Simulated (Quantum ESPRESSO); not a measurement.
## WF: Hubbard U by linear response with PBE+U

The system is WF.

```
W F
1.0
     1.36589    0.78860    5.06960
    -1.36589    0.78860    5.06960
     0.00000   -1.57719    5.06960
W F
1 1
Direct
  0.81412 0.81412 0.81412
  0.93712 0.93712 0.93712
```

The cell was built by a generator and needn't be a form met in nature.

```json
{"Program": "Quantum ESPRESSO 7.5", "Task": "Hubbard U by linear response", "Functional": "PBE", "Potentials or basis": "PseudoDojo 0.4.1 SR PBE standard", "Cutoff": "1143 eV", "Density cutoff": "4572 eV", "k mesh": "6 × 6 × 6", "Occupations": "fermi-dirac, width 0.05 eV", "Spin": "no spin polarisation", "Hubbard terms": "W d U = 0.0001 eV", "Start of the occupations": "default", "Hubbard projectors": "atomic", "Mixing beta": "0.3", "Most SCF iterations": "120", "SCF threshold": "4e-10 Ry", "q mesh": "1 × 1 × 1"}
```

```
Pressure                       : -1.4 GPa
Largest force                  : 0.073 eV/Å
Band gap on the k mesh         : none (metal or under the smearing width)
Hubbard U from linear response : 1.22 eV
```

Forces on the atoms (eV/Å):
```
W    0.000  0.000 -0.073
F    0.000  0.000  0.073
```

Stress tensor (GPa, compression positive):
```
-2.89  0.00  0.00
 0.00 -2.89  0.00
 0.00  0.00  1.73
```

Levels at points of the mesh, in eV from the Fermi level:
```
              k point  band 7  band 8  band 9  band 10  band 11  band 12  band 13  band 14
   (0.00, 0.00, 0.00)   -6.86   -4.32   -4.32    -0.75    -0.75    -0.53     3.28     3.28
  (0.00, 0.00, -0.50)   -6.46   -5.19   -4.83    -1.97     2.21     2.98     3.52     5.48
  (0.00, -0.50, 0.00)   -6.46   -5.19   -4.83    -1.97     2.21     2.98     3.52     5.48
 (0.00, -0.50, -0.50)   -6.60   -5.18   -4.80    -1.73     2.10     3.05     3.79     5.48
 (-0.50, -0.50, 0.00)   -6.60   -5.18   -4.80    -1.73     2.10     3.05     3.79     5.48
(-0.50, -0.50, -0.50)   -6.76   -4.31   -4.31    -0.75    -0.75     0.68     3.25     3.25
```

Eigenvalues of the final occupation matrices:
```tsv
site	spin	trace	eigenvalues
W 1 5d	each	3.10	0.50 0.61 0.61 0.69 0.69
```

Hubbard U from linear response:
| site | manifold | U (eV) |
| --- | --- | --- |
| 1 | W-5d | 1.22 |
On the first site the bare response is -0.220 and the screened one -0.173 eV⁻¹.

Wall time 34 min on 1 thread of Intel(R) Xeon(R) Processor @ 2.50GHz (Skylake/Cascade Lake), on a shared host, peak memory 0.15 GiB.

Caveat: the k mesh is coarse (spacing up to 0.45 Å⁻¹), so the values aren't converged; the computed U isn't converged in cell size; an odd number of electrons without spin polarisation forces a metal; a magnetic or distorted state may lie lower; U without spin polarisation on a metal has little footing. The run has no spin-orbit coupling, so splittings on W are missing.
